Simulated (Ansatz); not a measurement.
# SiAsH7 (built from SMILES [AsH3].[SiH4]): a barrier at many levels of theory

How high is the barrier of this step (Si1–As7 formed, H2–H6 formed, Si1–H2 broken, H6–As7 broken), and how far do cheaper methods land from CCSD(T)?

Program: Ansatz 0.2.0, Gaussian basis. Level of theory: single points in def2-TZVPP on PBE0-D4/def2-TZVP structures. These are calculated values, not measurements.

Levels: SPW92, PBE-D4, BLYP-D4, r2SCAN-D4, B97M-V, PBE0-D4, B3LYP-D4, r2SCAN0-D4, BHLYP-D4, CAM-B3LYP-D4, wB97X-V, wB97M-V, B2PLYP, PBE-QIDH, RPA on PBE, Hartree-Fock, MP2, CCSD, CCSD(T). The reference is CCSD(T) at the basis limit, from triple and quadruple zeta. Zero-point energies come from PBE0-D4 vibrations.

Correlated methods freeze the cores. Filled d shells of the heavier atoms are correlated. B3LYP uses VWN-RPA correlation. B2PLYP carries no dispersion term here.

23 further runs of the same task are left out: 23 set aside as unsound or not needed.

## (1) The three structures

Charge 0, multiplicity 1. The folders r, ts and p hold the start, the saddle and the end; their coordinates stand in the first inputs.

```
   pair  r (Å)  ts (Å)  p (Å)
Si1–As7  3.819   2.663  2.366
  H2–H6  3.549   1.051  0.747
 Si1–H2  1.486   1.775  3.651
 H6–As7  1.521   1.734  3.390
```

## (2) wB97M-V/def2-TZVPP

File r/in.yaml:

```yaml
crystal:
  periodic: [false, false, false]
  atoms:
    - {symbol: Si, position_ang: [-1.475691, -0.951216, -0.781767]}
    - {symbol: H, position_ang: [-0.061375, -1.135144, -1.199432]}
    - {symbol: H, position_ang: [-2.349150, -1.775638, -1.657768]}
    - {symbol: H, position_ang: [-1.851738, 0.477858, -0.918057]}
    - {symbol: H, position_ang: [-1.640099, -1.385780, 0.627398]}
    - {symbol: H, position_ang: [2.387031, 0.033695, 1.088672]}
    - {symbol: As, position_ang: [1.237135, 1.027932, 1.036669]}
    - {symbol: H, position_ang: [1.815612, 1.724108, -0.185606]}
    - {symbol: H, position_ang: [1.938275, 1.984183, 1.989991]}
basis:
  gaussian: {orbitals: def2-TZVPP}
hamiltonian: {xc: {name: wB97M-V}}
```

File ts/in.yaml:

```yaml
crystal:
  periodic: [false, false, false]
  atoms:
    - {symbol: Si, position_ang: [-1.060551, -0.484273, -0.357529]}
    - {symbol: H, position_ang: [0.619744, -1.056435, -0.369410]}
    - {symbol: H, position_ang: [-1.259936, -1.114137, -1.697356]}
    - {symbol: H, position_ang: [-1.911450, 0.736133, -0.413240]}
    - {symbol: H, position_ang: [-1.556232, -1.378926, 0.717600]}
    - {symbol: H, position_ang: [1.408420, -0.782396, 0.268499]}
    - {symbol: As, position_ang: [0.940185, 0.775859, 0.867744]}
    - {symbol: H, position_ang: [1.362304, 1.202201, -0.525582]}
    - {symbol: H, position_ang: [1.457516, 2.101971, 1.509373]}
basis:
  gaussian: {orbitals: def2-TZVPP}
hamiltonian: {xc: {name: wB97M-V}}
```

File p/in.yaml:

```yaml
crystal:
  periodic: [false, false, false]
  atoms:
    - {symbol: Si, position_ang: [-0.994060, 0.104739, -0.174896]}
    - {symbol: H, position_ang: [1.272045, -2.752159, -0.363256]}
    - {symbol: H, position_ang: [-0.824853, -0.479693, -1.530477]}
    - {symbol: H, position_ang: [-2.131224, 1.060543, -0.196133]}
    - {symbol: H, position_ang: [-1.294596, -0.987006, 0.786837]}
    - {symbol: H, position_ang: [1.681678, -2.172398, -0.131344]}
    - {symbol: As, position_ang: [1.053478, 1.105853, 0.458740]}
    - {symbol: H, position_ang: [0.833576, 2.286639, -0.477278]}
    - {symbol: H, position_ang: [0.403954, 1.833478, 1.627909]}
basis:
  gaussian: {orbitals: def2-TZVPP}
hamiltonian: {xc: {name: wB97M-V}}
```

The command line of these runs was not kept.

After this run come: CCSD(T)/def2-TZVPP; MP2/def2-QZVPP; Vibrations of the start structure; Vibrations of the end structure.

Before running it: what results should come out? Wanted: barrier, CCSD(T)/CBS; reverse barrier, CCSD(T)/CBS; step energy, CCSD(T)/CBS; barrier with zero-point energy; step energy with zero-point energy; imaginary mode at the saddle; largest T1 diagnostic.

As calculated:

| quantity | value |
| --- | --- |
| barrier, CCSD(T)/CBS | 2.673 eV |
| reverse barrier, CCSD(T)/CBS | 2.748 eV |
| step energy, CCSD(T)/CBS | -0.075 eV |
| barrier with zero-point energy | 2.627 eV |
| step energy with zero-point energy | -0.141 eV |
| imaginary mode at the saddle | 1403i cm⁻¹ |
| largest T1 diagnostic | 0.012 |

PBE-QIDH is the best functional here (-0.021 eV from CCSD(T)/CBS); SPW92 is the worst (-0.834 eV). By rung, the mean size of the error is: LDA 0.834, GGA 0.436, meta-GGA 0.269, hybrid 0.188, range-separated hybrid 0.095, double hybrid 0.029 eV. PBE-D4 gives a barrier 0.561 eV too low, outside chemical accuracy (1 kcal/mol, 0.043 eV). Every functional without exact exchange puts the barrier too low, the usual mark of self-interaction error, which favours the spread-out density of a saddle. The barrier rises with the share of exact exchange, from BLYP-D4 through B3LYP-D4 to BHLYP-D4 (-0.312, -0.098, +0.249 eV). Hartree-Fock, with no correlation, is off by +1.040 eV. Zero-point motion lowers the barrier by 0.046 eV.
